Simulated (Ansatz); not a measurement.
LaSb2Au, space group P4/nmm, a relaxation of cell and ions

Run with the Ansatz DFT code, driven from Python.

The script, `run_vcrelax.py`:
```python
# -*- coding: utf-8 -*-
"""Variable-cell relaxation of LaSb2Au."""

import warnings

import ansatz as az
from ase import Atoms
from ase.data import atomic_numbers
from ase.io import write
import numpy as np
import spglib

def edges_and_angles(cell):
    cell = np.asarray(cell)
    a, b, c = np.linalg.norm(cell, axis=1)
    cosines = cell[1] @ cell[2] / (b * c), cell[0] @ cell[2] / (a * c), cell[0] @ cell[1] / (a * b)
    return (a, b, c, *np.degrees(np.arccos(cosines)))


def main():
    warnings.simplefilter("ignore", az.DeckWarning)

    lattice = az.Lattice.of(
        [4.436, 0.0, 0.0],
        [0.0, 4.436, 0.0],
        [0.0, 0.0, 10.432],
    )
    sites = [
        ("La", [0.5, 0.0, 0.75315]),
        ("La", [0.0, 0.5, 0.24685]),
        ("Sb", [0.5, 0.0, 0.1694]),
        ("Sb", [0.0, 0.5, 0.8306]),
        ("Sb", [0.0, 0.0, 0.5]),
        ("Sb", [0.5, 0.5, 0.5]),
        ("Au", [0.0, 0.0, 0.0]),
        ("Au", [0.5, 0.5, 0.0]),
    ]
    structure = az.Crystal(lattice=lattice)
    for symbol, position in sites:
        structure = structure.atom(symbol, position)

    # part of the cell is held
    model = (
        structure.calculation()
        .functional("LDA")
        .kpoints(5, 5, 3, center="gamma")
        .occupations("fermi_dirac", width=0.05)
        .pseudopotentials("paw")
        .relax(fix_cell=["c", "angles"])
        .density()
    )
    steps = []


    def collect(event):
        if event["event"] == "relax_step":
            steps.append(event["data"])


    out = model.session().plan().execute(on_event=collect)
    summary = out.report
    print("step   energy (eV)     max comp. (eV/A)   P (GPa)  SCF")
    for s in steps:
        print(f"{s['step']:4d} {s['lagrangian_ev']:15.5f} {s['allowed_force_max_ev_ang']:12.4f} {s['pressure_gpa']:10.3f} {s['n_scf']:5d}")

    first, last = steps[0], steps[-1]
    symbols = [site.symbol for site in out.lattice.sites]
    print(f"energy gained {first['lagrangian_ev'] - last['lagrangian_ev']:.4f} eV in {len(steps) - 1} steps")
    for label, vectors in (("before", first["cell_ang"]), ("after", out.lattice.cell_ang)):
        print(label, "a b c (A) {:.4f} {:.4f} {:.4f}  angles {:.2f} {:.2f} {:.2f}".format(*edges_and_angles(vectors)), f" V = {abs(np.linalg.det(vectors)):.3f} A^3")
    print("final stress xx yy zz (GPa, compression positive):", np.round(np.diag(summary["stress_gpa"]), 3) + 0.0)

    change = np.array(last["positions_ang"]) @ np.linalg.inv(last["cell_ang"]) - np.array(first["positions_ang"]) @ np.linalg.inv(first["cell_ang"])
    moved = np.linalg.norm(change @ np.array(last["cell_ang"]), axis=1)
    print("displacement within the cell, strain taken out (A):", " ".join(f"{s}:{d:.3f}" for s, d in zip(symbols, moved)))

    fractions = [site.position_frac for site in out.lattice.sites]
    numbers = [atomic_numbers[s] for s in symbols]
    for tolerance in (1e-3, 1e-2, 1e-1):
        print(f"space group at {tolerance} A:", spglib.get_spacegroup((out.lattice.cell_ang, fractions, numbers), symprec=tolerance))

    relaxed = Atoms(symbols, positions=[site.position_ang for site in out.lattice.sites], cell=out.lattice.cell_ang, pbc=True)
    write("relaxed.extxyz", relaxed, format="extxyz")

    n_atoms = len(summary["lattice"]["sites"])
    print("F =", round(summary["free_energy_ev"], 4), "eV for", n_atoms, "atoms")
    print("E(sigma -> 0) =", round(summary["energy_sigma0_ev"], 4), "eV, TS =", round(summary["entropy_ts_ev"], 5), "eV")
    print("closed by", summary["closed_by"], "after", summary["n_iterations"], "iterations")

    rho = out.density()
    total = sum(ch.density_e_per_ang3 for ch in rho.channels[:2]) if len(rho.channels) < 3 else rho.channels[0].density_e_per_ang3
    print("grid", rho.dims, "electrons", round(float(total.mean() * rho.cell_volume_ang3), 4))
    print(f"density range {total.min():.4f} to {total.max():.4f} e/A^3")
    print(np.array2string(total[:: max(rho.dims[0] // 8, 1), :: max(rho.dims[1] // 8, 1), 0], precision=3, suppress_small=True))


if __name__ == "__main__":
    main()
```

`python run_vcrelax.py` gives:
```text
step   energy (eV)     max comp. (eV/A)   P (GPa)  SCF
   1    -63231.84919       0.3133     -2.482     8
   2    -63231.89257       0.0646      1.274     8
   3    -63231.91659       0.0116     -0.651     7
   4    -63231.91710       0.0030     -0.435     6
   5    -63231.91599       0.0029     -0.434     7
energy gained 0.0668 eV in 4 steps
before a b c (A) 4.4360 4.4360 10.4320  angles 90.00 90.00 90.00  V = 205.282 A^3
after a b c (A) 4.3728 4.3728 10.4320  angles 90.00 90.00 90.00  V = 199.477 A^3
final stress xx yy zz (GPa, compression positive): [-0.007 -0.007 -1.289]
displacement within the cell, strain taken out (A): La:0.078 La:0.078 Sb:0.011 Sb:0.011 Sb:0.000 Sb:0.000 Au:0.000 Au:0.000
space group at 0.001 A: P4/nmm (129)
space group at 0.01 A: P4/nmm (129)
space group at 0.1 A: P4/nmm (129)
F = -63231.916 eV for 8 atoms
E(sigma -> 0) = -63231.9022 eV, TS = 0.02765 eV
closed by deck_thresholds after 7 iterations
grid (30, 30, 72) electrons 120.0
density range 0.0359 to 23.0615 e/A^3
[[15.123  8.703  1.541  0.259  0.121  0.098  0.121  0.259  1.541  8.703]
 [ 8.703  5.243  0.877  0.225  0.133  0.121  0.133  0.225  0.877  5.243]
 [ 1.541  0.877  0.339  0.198  0.225  0.259  0.225  0.198  0.339  0.877]
 [ 0.259  0.225  0.198  0.339  0.877  1.541  0.877  0.339  0.198  0.225]
 [ 0.121  0.133  0.225  0.877  5.243  8.703  5.243  0.877  0.225  0.133]
 [ 0.098  0.121  0.259  1.541  8.703 15.123  8.703  1.541  0.259  0.121]
 [ 0.121  0.133  0.225  0.877  5.243  8.703  5.243  0.877  0.225  0.133]
 [ 0.259  0.225  0.198  0.339  0.877  1.541  0.877  0.339  0.198  0.225]
 [ 1.541  0.877  0.339  0.198  0.225  0.259  0.225  0.198  0.339  0.877]
 [ 8.703  5.243  0.877  0.225  0.133  0.121  0.133  0.225  0.877  5.243]]
```

File `relaxed.extxyz` afterwards:
```text
8
Lattice="4.372830452371003 0.0 0.0 0.0 4.372830452371003 0.0 0.0 0.0 10.432" Properties=species:S:1:pos:R:3 pbc="T T T"
La       2.18641523      -0.00000000       7.77870775
La      -0.00000000       2.18641523       2.65329225
Sb       2.18641523      -0.00000000       1.77833195
Sb      -0.00000000       2.18641523       8.65366805
Sb       0.00000000      -0.00000000       5.21600000
Sb       2.18641523       2.18641523       5.21600000
Au       0.00000000       0.00000000      -0.00000000
Au       2.18641523       2.18641523       0.00000000
```

Reading the output:
- Total energies depend on the potentials; only differences at equal settings carry meaning. A total without «per atom» is that of the whole cell that was run.
- Part of the cell is held or a pressure is applied, so the end point needn't be the zero-pressure lattice.
- For a metal this k-point mesh is coarse: on a finer one energies can move by several to tens of meV an atom and pressures by half a GPa or more, differences at one mesh by less.
- Energies along a relaxation are free energies. Rows at an unchanged volume are solved on a plane-wave basis chosen afresh for that cell, so the energy can jump there; the script counts such rows among its steps.
- Spin-orbit coupling, which matters for elements this heavy, is left out.
- The fields are valence quantities on the plane-wave grid; their values near the nuclei depend on the potentials.
- The structure is a deposited one; some such entries were measured under pressure or heat, so a shift against it needn't be the functional's error alone.
- Run time: 30 s on 1 thread of Intel(R) Xeon(R) 6975P-C (Granite Rapids), on a shared host, peak memory 0.67 GiB.
